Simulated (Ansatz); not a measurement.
# Ga2GeO: the cost of one run

Method: DFT PBE, scalar-relativistic, plane waves, PAW, in Ansatz 0.2.0.

### 1 Starting point

It takes space group P-6m2 (No. 187, hexagonal). The conventional cell has a = 3.569 Å, b = 3.569 Å, c = 4.804 Å, α = 90.00°, β = 90.00°, γ = 120.00°. Around Ga (site symmetry 3m) lie 3 O at 2.38 Å and 3 Ge at 2.39 Å and 2 Ga at 2.40 to 2.41 Å. Ge (site symmetry -6m2) has 6 Ga at 2.39 Å as nearest neighbours. O (site symmetry -6m2) has 6 Ga at 2.38 Å as nearest neighbours.

Coordinates:

```cif
data_structure
_symmetry_space_group_name_H-M 'P 1'
_symmetry_Int_Tables_number 1
_cell_length_a 3.5687
_cell_length_b 3.5687
_cell_length_c 4.8037
_cell_angle_alpha 90.000
_cell_angle_beta 90.000
_cell_angle_gamma 120.000
_cell_volume 52.98
loop_
_atom_site_label
_atom_site_type_symbol
_atom_site_fract_x
_atom_site_fract_y
_atom_site_fract_z
_atom_site_occupancy
Ga1 Ga 0.00000 0.00000 0.75048 1
Ga2 Ga 0.00000 0.00000 0.24952 1
Ge1 Ge 0.66667 0.33333 0.50000 1
O1 O 0.33333 0.66667 0.00000 1
```

Recipe of the guess: species swapped into a database cell of Co2SbTe (P-6m2, No. 187), with Ga on the Co sites, Ge on the Sb sites and O on the Te sites. The dimensions are guesses.

### 2 Probe: one point on a coarse mesh

File input.yaml:

```yaml
crystal:
  lattice:
    - [3.56869439, 0.0, 0.0]
    - [-1.7843472, 3.09058, 0.0]
    - [0.0, 0.0, 4.803661]
  atoms:
    - { symbol: Ga, position: [0.0, 0.0, 0.75048202] }
    - { symbol: Ga, position: [0.0, 0.0, 0.24951798] }
    - { symbol: Ge, position: [0.66666667, 0.33333333, 0.5] }
    - { symbol: O, position: [0.33333333, 0.66666667, 0.0] }
basis:
  ecutwfc: 420
kpoints:
  mp_grid: { grid: [6, 6, 4] }
hamiltonian:
  xc: pbe
scf:
  occupations: { method: gaussian, width: 0.1 }
  lower_state_search: "off"
output:
  forces: true
  stress: true
  eigenvalues: true
```

Launch:

```
$ ansatz run input.yaml --threads 1 --pin off --max-ram 2560MiB --backend cpu --events-out ev --progress --plain --runs-dir out
```

What time and memory should one allow on 1 thread of Arm Neoverse V1, shared host?

About 3.8 s, with a peak of 0.3 GiB.
